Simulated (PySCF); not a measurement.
**InN⁻: changing the method**

Aim: see what other levels and later steps give for InN⁻.

The runs use PySCF 2.14.0; each script names its method and basis.

5 further runs of the same task are left out: 5 that didn't finish.

**1. The system as given**

InN⁻: 2 atoms, charge -1, spin multiplicity 2.

Bond lengths: In1–N2 1.931 Å.

**2. The run that the others are compared with**

input.py reads:

```python
from pyscf import gto, scf, mp

mol = gto.M(
    atom='In 0 0 0; N 0 0 1.931',
    basis='def2-svpd',
    ecp={'In': 'def2-svpd'},
    charge=-1,
    spin=1,
    verbose=4,
)
mf = scf.UHF(mol)
mf = mf.newton()
mf.kernel()
mp.MP2(mf, frozen=5).kernel()
mf.dip_moment()
print('orbital energies (hartree):', [e[max(0, n-3):n+3].round(4) for e, n in zip(mf.mo_energy, mol.nelec)])
```

The run is started by

```console
python input.py
```

The log of this run is left out.

It gives: E(SCF) = -243.525234 Eh, 4 macro-iterations, E(MP2) − E(SCF) = -0.20301 Eh, ⟨S²⟩ = 1.878.

⟨S²⟩ = 1.88 against 0.75 for a pure state: the determinant is spin-contaminated. The bond length is a typed value, not an optimised one. The dipole of an ion depends on the origin.

**3. NEVPT2 (ROHF)**

Variant 1 changes step after the SCF: mp2 → nevpt2; SCF type: UHF → ROHF; active space: none → 5 electrons in 6 orbitals.

input.py reads:

```python
from pyscf import gto, scf, mcscf, mrpt

mol = gto.M(
    atom='In 0 0 0; N 0 0 1.931',
    basis='def2-svpd',
    ecp={'In': 'def2-svpd'},
    charge=-1,
    spin=1,
    verbose=4,
)
mf = scf.ROHF(mol)
mf = mf.newton()
mf.kernel()
mc = mcscf.CASSCF(mf, 6, 5)
mc.kernel()
mc.analyze()
mrpt.NEVPT(mc).kernel()
mf.dip_moment()
print('orbital energies (hartree):', mf.mo_energy[..., max(0, mol.nelec[1]-3):mol.nelec[0]+3].round(4))
```

The run is started by

```console
python input.py
```

**4. TDA**

Variant 2 changes step after the SCF: mp2 → tda; number of roots: none → 6.

input.py, as its differences from that of step 2:

```diff
@@ -1,2 +1,2 @@
-from pyscf import gto, scf, mp
+from pyscf import gto, scf, tdscf
 
@@ -13,3 +13,6 @@
 mf.kernel()
-mp.MP2(mf, frozen=5).kernel()
+td = tdscf.TDA(mf)
+td.nstates = 6
+td.kernel()
+td.analyze(verbose=3)
 mf.dip_moment()
```

**5. Population analysis**

Variant 3 changes step after the SCF: mp2 → analyze.

input.py, as its differences from that of step 2:

```diff
@@ -1,2 +1,2 @@
-from pyscf import gto, scf, mp
+from pyscf import gto, scf
 
@@ -13,3 +13,3 @@
 mf.kernel()
-mp.MP2(mf, frozen=5).kernel()
+mf.mulliken_pop()
 mf.dip_moment()
```

Before running it: what results should come out? Wanted: for each run, E(SCF); from base; gap, α spin; after the SCF.

The runs gave:

| run | E(SCF) (hartree) | from base (eV) | cycles | gap, α spin (eV) | after the SCF |
| --- | --- | --- | --- | --- | --- |
| base | -243.525234 | 0 | 4 macro | 8.75 | MP2 correlation -5.524 eV, core frozen |
| NEVPT2 (ROHF) | -243.489898 | +0.9615 | 4 macro | n/a | NEVPT2 correlation -7.701 eV (from the SCF energy, the CASSCF gain included) |
| TDA | -243.525234 | 0.0000 | 4 macro | 8.75 | lowest root found 0.40 eV |
| population analysis | -243.525234 | 0.0000 | 4 macro | 8.75 | n/a |

What this shows: The dearest run is “NEVPT2 (ROHF)”, at 6.4 s against 1.2 s.
